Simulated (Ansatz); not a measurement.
C2H8AlB, SMILES CC[BH][AlH2], a ladder of methods at one geometry

Run with the Ansatz DFT code, driven from Python.

The script, `methods.py`:
```python
"""C2H8AlB at several levels of theory."""

import ansatz

molecule = (
    ansatz.Crystal.molecule()
    .atom("C", (-0.5636, 1.4063, -0.2716))
    .atom("C", (-0.1652, 0.5886, 0.8924))
    .atom("B", (0.8744, -0.5025, 0.4305))
    .atom("Al", (0.4466, -2.0798, -0.7782))
    .atom("H", (-1.1149, 0.8215, -1.0705))
    .atom("H", (-1.3321, 2.233, 0.0728))
    .atom("H", (0.2837, 1.9734, -0.7376))
    .atom("H", (-1.0014, 0.0979, 1.3346))
    .atom("H", (0.3031, 1.2606, 1.7074))
    .atom("H", (2.0049, -0.468, 0.9088))
    .atom("H", (-1.1288, -2.1896, -1.3157))
    .atom("H", (1.4703, -3.1967, -1.1387))
)

model = molecule.calculation().basis(gaussian="def2-SVP")

methods = ["mp2", "ccsd", "ccsd_t"]
batch = ansatz.Session.batch([model.correlation(m).input() for m in methods])
reports = sorted(batch.plan().execute().molecular_reports, key=lambda each: each["member"])
print(f"Hartree-Fock reference {reports[0]['reference_energy_ev'] / 27.211386246:.6f} Ha")
best = reports[-1]["free_energy_ev"] - reports[-1]["reference_energy_ev"]
for method, each in zip(methods, reports):
    gained = each["free_energy_ev"] - each["reference_energy_ev"]
    print(f"{method:8s} total {each['free_energy_ev'] / 27.211386246:.6f} Ha  correlation {gained:9.4f} eV  ({100 * gained / best:.1f} % of the last)")
```

Running `python methods.py` prints:
```text
Hartree-Fock reference -346.770586 Ha
mp2      total -347.208549 Ha  correlation  -11.9176 eV  (85.0 % of the last)
ccsd     total -347.272262 Ha  correlation  -13.6513 eV  (97.3 % of the last)
ccsd_t   total -347.285956 Ha  correlation  -14.0239 eV  (100.0 % of the last)
```

Total energies depend on the basis set; only differences at equal settings carry meaning. The geometry is a force-field or estimated start, not a minimum of this method, and the basis set is short of its limit. A lower total doesn't mark the better method: functionals have no common bound, and MP2 and coupled cluster aren't variational. Inner cores stay frozen, so this is valence correlation.
